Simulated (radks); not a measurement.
# Taking charge from the 3d level of Mn in fractions

Aim: follow energy and eigenvalue as charge leaves the 3d level of Mn bit by bit, and test Janak's theorem, Slater's transition state and the straight-line condition.

Program: radks (a radial shooting solver on a logarithmic mesh, Libxc functionals) version 1. Level of theory: non-relativistic Kohn-Sham, r2SCAN, spin-unpolarised, spherical densities, point nucleus. These are calculated values, not measurements, unless marked.

**1. The atom as given**

* element: manganese (Z = 25)
* charge: 0
* electrons: 25
* configuration: [Ar] 3d5 4s2

The outer shells:

Mn
```
[Ar] core
3d [↑ ][↑ ][↑ ][↑ ][↑ ]
4s [↑↓]
```

**2. Start: [Ar] 3d5 4s2**

Settings of this run:

```text
Z 25
configuration [Ar] 3d5 4s2
relativity non-relativistic
functional r2scan,r2scan
spin unpolarised
nucleus point
```

**3. 0.125 electron removed from 3d**

Settings of this run:

```text
Z 25
configuration [Ar] 3d4.875 4s2
relativity non-relativistic
functional r2scan,r2scan
spin unpolarised
nucleus point
```

**4. 0.25 electron removed from 3d**

Settings of this run:

```text
Z 25
configuration [Ar] 3d4.75 4s2
relativity non-relativistic
functional r2scan,r2scan
spin unpolarised
nucleus point
```

**5. 0.375 electron removed from 3d**

Settings of this run:

```text
Z 25
configuration [Ar] 3d4.625 4s2
relativity non-relativistic
functional r2scan,r2scan
spin unpolarised
nucleus point
```

**6. 0.5 electron removed from 3d**

Settings of this run:

```text
Z 25
configuration [Ar] 3d4.5 4s2
relativity non-relativistic
functional r2scan,r2scan
spin unpolarised
nucleus point
```

**7. 0.625 electron removed from 3d**

Settings of this run:

```text
Z 25
configuration [Ar] 3d4.375 4s2
relativity non-relativistic
functional r2scan,r2scan
spin unpolarised
nucleus point
```

**8. 0.75 electron removed from 3d**

Settings of this run:

```text
Z 25
configuration [Ar] 3d4.25 4s2
relativity non-relativistic
functional r2scan,r2scan
spin unpolarised
nucleus point
```

**9. 0.875 electron removed from 3d**

Settings of this run:

```text
Z 25
configuration [Ar] 3d4.125 4s2
relativity non-relativistic
functional r2scan,r2scan
spin unpolarised
nucleus point
```

**10. 1 electron removed from 3d**

Settings of this run:

```text
Z 25
configuration [Ar] 3d4 4s2
relativity non-relativistic
functional r2scan,r2scan
spin unpolarised
nucleus point
```

What does the calculation give? Wanted: for each run, removed; E − E(0); eigenvalue; E minus straight line.

As calculated:

| removed (e) | E − E(0) (eV) | eigenvalue (eV) | E minus straight line (eV) |
| --- | --- | --- | --- |
| 0 | 0.000 | -7.022 | 0.000 |
| 0.125 | 0.970 | -8.513 | -0.719 |
| 0.25 | 2.131 | -10.068 | -1.247 |
| 0.375 | 3.490 | -11.685 | -1.576 |
| 0.5 | 5.054 | -13.360 | -1.701 |
| 0.625 | 6.832 | -15.091 | -1.612 |
| 0.75 | 8.829 | -16.876 | -1.303 |
| 0.875 | 11.053 | -18.714 | -0.768 |
| 1 | 13.510 | -20.601 | 0.000 |

**Reading.** Removing the whole electron costs 13.510 eV, against 7.022 eV from minus the starting eigenvalue. Slater's transition state, half an electron removed, gives 13.360 eV. The trapezoid integral of minus the eigenvalue gives 13.515 eV over the range, against 13.510 eV from the energies (Janak's theorem). The eigenvalue moves by 13.6 eV per electron. E bends below the straight line by 1.70 eV at 0.5 electron removed.
